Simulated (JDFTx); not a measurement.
A run of JDFTx 1.7.0 (patched build):

GaHCl2.in

```
lattice \
   22.6767134955     0.0000000000     0.0000000000 \
    0.0000000000    24.5664396201     0.0000000000 \
    0.0000000000     0.0000000000    20.7869873709
coords-type Cartesian
ion Cl     8.5546956043    12.2346539243     9.1640379632 1
ion Cl    14.1711506193     9.4365364515    11.7514508219 1
ion Ga    12.4199414196    12.6940463452    10.1731516193 1
ion H     13.8504642471    15.2092716847     9.7878365381 1

ion-species pseudo/Cl.upf
ion-species pseudo/Ga.upf
ion-species pseudo/H.upf
elec-cutoff 40
elec-ex-corr gga-PBEsol
kpoint-folding 1 1 1
elec-n-bands 21
electronic-minimize nIterations 100 energyDiffThreshold 1e-07
coulomb-interaction Isolated
coulomb-truncation-embed 11.362923 12.322904 10.457744
core-overlap-check none
converge-empty-states yes
forces-output-coords Cartesian

dump-name run.$VAR
dump End Ecomponents EigStats BandEigs Kpoints Forces Dipole
```

Potentials or basis: PseudoDojo-SR-PBEsol-0.4.1-standard with smoothed tails.

The run is started by

```console
$ jdftx -c 1 -i GaHCl2.in -o GaHCl2.out
```

Hardware: 1 thread of Arm Neoverse V2, on a shared host.

**Question.** Estimate the wall time of this run.

**Answer.** It took 4.2 min on 1 thread of Arm Neoverse V2, on a shared host, peak memory 1.1 GiB. Counts: scf iterations 20, bands 21, plane waves 139887.
